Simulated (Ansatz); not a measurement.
# FGaH₂S₂: up Jacob's ladder to CCSD(T)

An exercise on one series of results from a longer session: the logs are not shown, and one member is left open.

Program: Ansatz 0.2.0, Gaussian basis. Level of theory: functionals in def2-TZVPP, the program's frozen cores in correlated methods. These are calculated values, not measurements.

The runs, in order: LDA (SPW92), PBE-D4, revPBE-D4, BLYP-D4, r2SCAN-D4, B97M-V, PBE0-D4, B3LYP-D4, r2SCANh-D4, r2SCAN0-D4, HSE06-D4, BHLYP-D4, CAM-B3LYP-D4, LC-ωPBE, ωB97X-V, ωB97M-V, B2PLYP, PBE-QIDH; CCSD(T)/def2-SVP; CCSD(T)/def2-TZVPP; MP2/def2-QZVPP; extrapolation to the limit; RPA on PBE.

## Structure used throughout

The geometry comes from an earlier relaxation with PBE0-D4 in a triple-zeta def2 set; it is a stationary point.

SMILES `[F][Ga]([SH])[SH]`, 6 atoms, charge 0, spin multiplicity 1.

Atoms are counted from 1 here; the program's logs count them from 0.

Bond lengths: F1–Ga2 1.750 Å, Ga2–S3 2.182 Å, Ga2–S4 2.179 Å, S3–H5 1.345 Å, S4–H6 1.344 Å. Angles: F1–Ga2–S3 116.5°, F1–Ga2–S4 116.1°, S3–Ga2–S4 127.4°, Ga2–S3–H5 91.7°, Ga2–S4–H6 92.8°.

The first run:

Contents of in.yaml:

```yaml
crystal:
  periodic: [false, false, false]
  atoms:
    - {symbol: F, position_ang: [-0.626029, -1.922445, 0.638851]}
    - {symbol: Ga, position_ang: [-0.261857, -0.306596, 0.073455]}
    - {symbol: S, position_ang: [1.824088, 0.322710, 0.197267]}
    - {symbol: S, position_ang: [-1.949505, 0.850235, -0.676120]}
    - {symbol: H, position_ang: [2.192452, -0.860328, 0.720543]}
    - {symbol: H, position_ang: [-1.179148, 1.916424, -0.953997]}
basis:
  gaussian: {orbitals: def2-TZVPP}
hamiltonian: {xc: lda}
output: {orbitals: {seedname: orbitals}}
```

Started as:

```console
$ ansatz run in.yaml --threads 4 --pin off --events-out ev --progress --plain --max-ram 10444MiB
```

Steps of the session up to this table: LDA; PBE-D4 (GGA); revPBE-D4 (GGA); BLYP-D4 (GGA); r2SCAN-D4 (meta-GGA); B97M-V (meta-GGA); PBE0-D4 (hybrid); B3LYP-D4 (hybrid); r2SCANh-D4 (hybrid); r2SCAN0-D4 (hybrid); HSE06-D4 (hybrid); BHLYP-D4 (hybrid); CAM-B3LYP-D4 (range-separated); LC-ωPBE (range-separated); ωB97X-V (range-separated); ωB97M-V (range-separated); B2PLYP (double hybrid); PBE-QIDH (double hybrid).

One of the session's tables, all rows but one given; the rest of the session is left out.

It belongs to the step «Orbital energies across the functionals». 

```
  functional  HOMO (eV)  gap (eV)
 LDA (SPW92)      -6.88      4.46
      PBE-D4      -6.74      4.61
   revPBE-D4      -6.68      4.69
     BLYP-D4      -6.55      4.48
   r2SCAN-D4      -7.04      5.20
      B97M-V      -7.08      5.21
     PBE0-D4      -7.97      6.78
    B3LYP-D4      -7.71      6.19
  r2SCANh-D4      -7.49      5.98
  r2SCAN0-D4      -8.17      7.14
    HSE06-D4      -7.57      6.01
    BHLYP-D4      -9.04      8.74
CAM-B3LYP-D4      -9.27      9.03
     LC-ωPBE     -10.70     11.74
     ωB97X-V          ?         ?
     ωB97M-V     -10.13     10.81
```

**Question.** Estimate the row for ωB97X-V.

**Answer.** HOMO (eV): -10.31; gap (eV): 11.20. In the column «HOMO (eV)» it lies between LC-ωPBE (-10.70) and ωB97M-V (-10.13).
